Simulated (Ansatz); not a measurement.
# Be3C2: the cost of one run

Method: DFT PBE, scalar-relativistic, plane waves, PAW, in Ansatz 0.2.0.

### Step 1. The structure to begin with

It takes space group P6_3/mmc (No. 194, hexagonal). The conventional cell has a = 4.421 Å, b = 4.421 Å, c = 6.257 Å, α = 90.00°, β = 90.00°, γ = 120.00°. Be (site symmetry mm2) has 2 Be at 1.97 Å in its first shell of neighbours. C (site symmetry 3m) is surrounded by 1 C at 1.89 Å.

Coordinates:

```cif
data_structure
_symmetry_space_group_name_H-M 'P 1'
_symmetry_Int_Tables_number 1
_cell_length_a 4.4213
_cell_length_b 4.4213
_cell_length_c 6.2567
_cell_angle_alpha 90.000
_cell_angle_beta 90.000
_cell_angle_gamma 120.000
_cell_volume 105.92
loop_
_atom_site_label
_atom_site_type_symbol
_atom_site_fract_x
_atom_site_fract_y
_atom_site_fract_z
_atom_site_occupancy
Be1 Be 0.81546 0.63091 0.25000 1
Be2 Be 0.36909 0.18454 0.25000 1
Be3 Be 0.81546 0.18454 0.25000 1
Be4 Be 0.18454 0.36909 0.75000 1
Be5 Be 0.63091 0.81546 0.75000 1
Be6 Be 0.18454 0.81546 0.75000 1
C1 C 0.33333 0.66667 0.40093 1
C2 C 0.66667 0.33333 0.90093 1
C3 C 0.66667 0.33333 0.59907 1
C4 C 0.33333 0.66667 0.09907 1
```

Recipe of the guess: random cell by space group and Wyckoff sites (P6_3/mmc, No. 194). The dimensions are guesses.

### Step 2. Probe: one point on a coarse mesh

File input.yaml:

```yaml
crystal:
  lattice:
    - [4.42134341, 0.0, 0.0]
    - [-2.21067171, 3.82899571, 0.0]
    - [0.0, 0.0, 6.2566765]
  atoms:
    - { symbol: Be, position: [0.81545543, 0.63091086, 0.25] }
    - { symbol: Be, position: [0.36908914, 0.18454457, 0.25] }
    - { symbol: Be, position: [0.81545543, 0.18454457, 0.25] }
    - { symbol: Be, position: [0.18454457, 0.36908914, 0.75] }
    - { symbol: Be, position: [0.63091086, 0.81545543, 0.75] }
    - { symbol: Be, position: [0.18454457, 0.81545543, 0.75] }
    - { symbol: C, position: [0.33333333, 0.66666667, 0.40092833] }
    - { symbol: C, position: [0.66666667, 0.33333333, 0.90092833] }
    - { symbol: C, position: [0.66666667, 0.33333333, 0.59907167] }
    - { symbol: C, position: [0.33333333, 0.66666667, 0.09907167] }
basis:
  ecutwfc: 420
kpoints:
  mp_grid: { grid: [6, 6, 4] }
hamiltonian:
  xc: pbe
scf:
  occupations: { method: gaussian, width: 0.1 }
  lower_state_search: "off"
output:
  forces: true
  stress: true
  eigenvalues: true
```

Run with:

```bash
ansatz run input.yaml --threads 1 --pin off --max-ram 2560MiB --backend cpu --events-out ev --progress --plain --runs-dir out
```

What time and memory should one allow on 1 thread of INTEL XEON PLATINUM 8581C at 2.30GHz (Emerald Rapids), shared host?

About 1.7 s, with a peak of 0.38 GiB.
